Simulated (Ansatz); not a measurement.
Working through a test of the smearing width of CsBa3, space group I4/mmm

With the Python package of Ansatz (0.2.0).

The cells in order, each with its output:

```python
import ansatz as az
import matplotlib.pyplot as plt
from pymatgen.core import Lattice, Structure
from pymatgen.io.ase import AseAtomsAdaptor
```

```python
pmg_structure = Structure(
    Lattice([(-3.24647, 3.24647, 6.80338), (3.24647, -3.24647, 6.80338), (3.24647, 3.24647, -6.80338)]),
    ["Cs", "Ba", "Ba", "Ba"],
    [
        (0.0, 0.0, 0.0),
        (0.75, 0.25, 0.5),
        (0.25, 0.75, 0.5),
        (0.5, 0.5, 0.0),
    ],
)
crystal = az.Crystal.from_ase(AseAtomsAdaptor.get_atoms(pmg_structure))
```

```python
job = (
    crystal.calculation()
    .functional("pbe")
    .scf(lower_state_search="light")
    .pseudopotentials("nc")
    .kpoints(length=22)
)
```

```python
rows = []
for value in [0.25, 0.15, 0.1, 0.05, 0.025]:
    r = job.occupations("fermi_dirac", width=value).run(threads=1, pin="off").report
    rows.append((value, r["free_energy_ev"] / len(r["lattice"]["sites"]), r["n_iterations"], r["n_kpoints"]))
```

    DeckWarning: basis.ecutwfc = 770 eV, auto-derived from the records' recommended cutoffs: set by Ba (normal level)
    DeckWarning: crystal.symmetry: narrowed to the stabiliser of the k-point mesh — unitary ops 16 → 4; excluded 12 operations that carry a point of the 4×4×5 mesh (shift [0, 0, 0]) off the mesh (the run samples exactly the mesh kpoints.mp_grid names, as under crystal.symmetry.detect: false, and its converged state has the mesh's symmetry, not the crystal's; ε∞, the Born charges and the force [...]

```python
print("  width (eV)   F/atom (eV)    iterations      k-points")
for row in rows:
    print(f"{str(row[0]):>12s}  {row[1]:12.5f}  {row[2]:12d}  {row[3]:12d}")
```

      width (eV)   F/atom (eV)    iterations      k-points
            0.25    -730.10589             8            27
            0.15    -729.99118             8            27
             0.1    -729.95585             8            27
            0.05    -729.93628             8            27
           0.025    -729.93228             7            27

```python
for row in rows[:-1]:
    shift = 1000 * (row[1] - rows[-1][1])
    print(f"{row[0]}: {shift:+.2f} meV/atom" + ("  (within 2 meV)" if abs(shift) < 2 else ""))
plt.figure(figsize=(4.5, 3))
plt.plot([str(row[0]) for row in rows], [1000 * (row[1] - rows[-1][1]) for row in rows], "o-")
plt.xlabel("width (eV)")
plt.ylabel("F - F(last) (meV/atom)")
plt.tight_layout()
plt.savefig("smear.png", dpi=100)
```

    0.25: -173.61 meV/atom
    0.15: -58.90 meV/atom
    0.1: -23.57 meV/atom
    0.05: -4.00 meV/atom

Going from 0.025 to 0.25 eV changes F by -173.6 meV an atom. With this scheme F falls roughly as the square of the width; the report's estimate for zero width (energy_sigma0_ev) moves by only +2.6 meV.

The mesh is modest for a metal, so energies can be off by several to tens of meV an atom and pressures by half a GPa or more; differences at equal mesh fare better. The smearing is wide enough that free energy and stress hold a thermal part of the electrons. The narrowest width needs the finest mesh, so the last row is no converged reference. This cell is a computed structure, which may not be the phase found in nature. Warnings are shown shortened and without file and line. The whole script took 4.7 min on 1 thread of Arm Neoverse N1, on a shared host, peak memory 0.97 GiB.
